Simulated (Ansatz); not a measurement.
# Hf: a surface, (0001), 5 layers

Aim: cut a slab of Hf (0001), 5 layers from the relaxed bulk, relax it, and get surface energy and work function. The runs shown use LAPW. Companion runs by PAW are cited. Its runs: bulk in the slab's orientation (LAPW); the reference run (LAPW); atoms relaxed (LAPW); spin-orbit coupling on (LAPW).

Program: Ansatz 0.2.0. Level of theory: DFT LDA, with the methods named in each step. These are calculated values, not measurements.

### Step 1. The starting structure

Symmetry: P6_3/mmc, No. 194, hexagonal system. The conventional cell has a = 3.117 Å, b = 3.117 Å, c = 4.950 Å, α = 90.00°, β = 90.00°, γ = 120.00°. Hf (site symmetry -6m2) has 12 Hf at 3.06 to 3.12 Å as nearest neighbours.

As a file:

```cif
data_structure
_symmetry_space_group_name_H-M 'P6_3/mmc'
_symmetry_Int_Tables_number 194
_cell_length_a 3.1174
_cell_length_b 3.1174
_cell_length_c 4.9496
_cell_angle_alpha 90.000
_cell_angle_beta 90.000
_cell_angle_gamma 120.000
_cell_volume 41.66
loop_
_atom_site_label
_atom_site_type_symbol
_atom_site_symmetry_multiplicity
_atom_site_Wyckoff_symbol
_atom_site_fract_x
_atom_site_fract_y
_atom_site_fract_z
_atom_site_occupancy
Hf1 Hf 2 d 0.33333 0.66667 0.75000 1
```

The file gives the conventional cell by its symmetry; the runs use the cell typed in the input.

Atoms are numbered in the order of the input: Hf1, Hf2.

### Step 2. Bulk in the slab's orientation, LAPW

input.yaml

```yaml
crystal:
  lattice:
    - [1.5586855436, -2.6997225545, 0.0]
    - [1.5586855436, 2.6997225545, 0.0]
    - [0.0, 0.0, 4.9495808325]
  atoms:
    - { symbol: Hf, position: [0.666666667, 0.333333333, 0.25] }
    - { symbol: Hf, position: [0.333333333, 0.666666667, 0.75] }
kpoints:
  mp_grid: { grid: [15, 15, 8] }
scf:
  occupations: { method: fermi_dirac, width: 0.1 }
hamiltonian:
  xc: lda
  pseudopotentials: { kind: all_electron, lapw: { basis_error: 0.001 } }
output:
  forces: true
  stress: true
  eigenvalues: true
```

Command:

```console
ansatz run input.yaml --threads 2 --pin off --max-ram 4096MiB --backend cpu --events-out ev --progress --plain --runs-dir out
```

After this run come: Slab as cut, LAPW; Atoms relaxed, LAPW; Spin-orbit coupling on, LAPW.

**Question.** What will these runs give? Wanted: surface energy; work function; outer layer spacing (for each run or level that gives them).

**Answer**, as computed:

```
                      quantity          value
surface energy (LAPW, relaxed)      1.93 J/m²
 work function (LAPW, relaxed)        4.60 eV
    outer layer spacing (LAPW)  2.47 → 2.32 Å
 surface energy (PAW, relaxed)      1.93 J/m²
  work function (PAW, relaxed)        4.59 eV
     outer layer spacing (PAW)  2.47 → 2.32 Å
```

**Reading.** By LAPW the surface costs 2.04 J/m² as cut and 1.93 J/m² relaxed. The outermost spacing changes by -6.1 % (LAPW). Spin-orbit coupling on moves the work function by +0.01 eV (LAPW). The outermost spacing changes by -6.1 % (PAW). Spin-orbit coupling on moves the work function by +0.01 eV (PAW). Thickness wasn't converged, and no reconstruction was sought.
